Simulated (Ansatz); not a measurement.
Working through a comparison of norm-conserving and PAW potentials of HfIr3, space group Pm-3m

Program: Ansatz 0.2.0, Python API.

The cells in order, each with its output:

In [1]:
```python
import ansatz as az
import numpy as np
```

In [2]:
```python
def count_gap(report):
    # lowest empty less highest filled band, counting bands; zero where they overlap
    return max(report.get("gap_by_band_count_ev") or 0.0, 0.0)
```

In [3]:
```python
vectors = np.array([
    [3.926, 0.0, 0.0],
    [0.0, 3.926, 0.0],
    [0.0, 0.0, 3.926],
])
crystal = (
    az.Lattice.of(vectors)
    .atom("Hf", (0.0, 0.0, 0.0))
    .atom("Ir", (0.0, 0.5, 0.5))
    .atom("Ir", (0.5, 0.0, 0.5))
    .atom("Ir", (0.5, 0.5, 0.0))
)
```

In [4]:
```python
crystal.resolved().sites[-1]
```
Out [4]:
```text
Site(symbol='Ir', position=(0.5, 0.5, 0.0), moment=None, axis=None, held=None, saved=None)
```

In [5]:
```python
calculation = crystal.calculation()
calculation = calculation.functional(az.Functional.LDA).kpoints(spacing=0.29)
calculation = calculation.scf(tolerance=1e-09)
calculation = calculation.occupations("gaussian", width=0.05)
calculation = calculation.stress()
calculation = calculation.forces().band_table()
variants = {
    "PAW": calculation.pseudopotentials("paw"),
    "norm-conserving": calculation.pseudopotentials("nc"),
}
# totals differ by the cores that each treatment holds, so compare what does not depend on them
rows = []
for label, variant in variants.items():
    summary = variant.run().report
    levels = np.array(summary["eigenvalues_ev"][0]) - summary["fermi_energy_ev"]
    print(label, "levels at the first k-point near E_F:", np.round(levels[np.abs(levels) < 5], 3))
    rows.append((label, summary["n_electrons"], np.trace(summary["stress_gpa"]) / 3, count_gap(summary)))
print("     treatment  electrons in bands           P GPa  gap by band count eV")
for row in rows:
    print(f"{str(row[0]):>14s}  {row[1]:18.1f}  {row[2]:14.3f}  {row[3]:20.3f}")
```
```text
DeckWarning: basis.ecutwfc = 420 eV, auto-derived from the records' recommended cutoffs: set by Hf (normal level)
DeckWarning: output.stress: scf.convergence.dr2_threshold = 1e-9 eV is looser than the 4e-10 eV advised for a printed stress (1e-10 eV for each atom of the cell: 4). What an SCF threshold leaves in a stress goes as its square root, and in the free energy as the threshold itself, and one threshold admits the most on a small cell: of the crystals measured, under no hybrid functional and no lock of [...]
PAW levels at the first k-point near E_F: [-2.239 -2.239 -2.239  0.048  0.048  1.392  1.943  1.943  1.943  3.006
  3.006  3.006  4.832  4.832]
DeckWarning: basis.ecutwfc = 925.187132 eV, auto-derived from the records' recommended cutoffs: set by Ir (normal level)
norm-conserving levels at the first k-point near E_F: [-2.231 -2.231 -2.231  0.053  0.053  1.395  1.943  1.943  1.943  2.989
  2.989  2.989  4.846  4.846]
     treatment  electrons in bands           P GPa  gap by band count eV
           PAW                77.0          -6.402                 0.000
norm-conserving                63.0          -8.985                 0.000
```

PAW gives -6.402 GPa and norm-conserving -8.985 GPa, 2.58 GPa apart (a gap this large is an error of one set of files, which an all-electron run can settle). They took 3.3 and 7.5 s of processor time.

Notes:
- Spin is left out of this run.
- The computed bands are complete only to about 3.4 eV above the Fermi level.
- A gap by band count of zero or less means overlapping bands, a metal, and at an odd count of electrons it is no gap at all.
- At these settings the cell as given stands under about -6 GPa, so it isn't at this functional's equilibrium volume.
- The starting cell is as deposited in a crystallographic database; the results hold for this polymorph, which needn't be the stable one.
- Gaps and levels are Kohn-Sham values on a finite set of k-points, without spin-orbit coupling.
- Warnings are shown shortened and without file and line.
- Stress is positive in compression.
- It ran for 11 s on 1 thread of Arm Neoverse V2, on a shared host, peak memory 0.46 GiB.
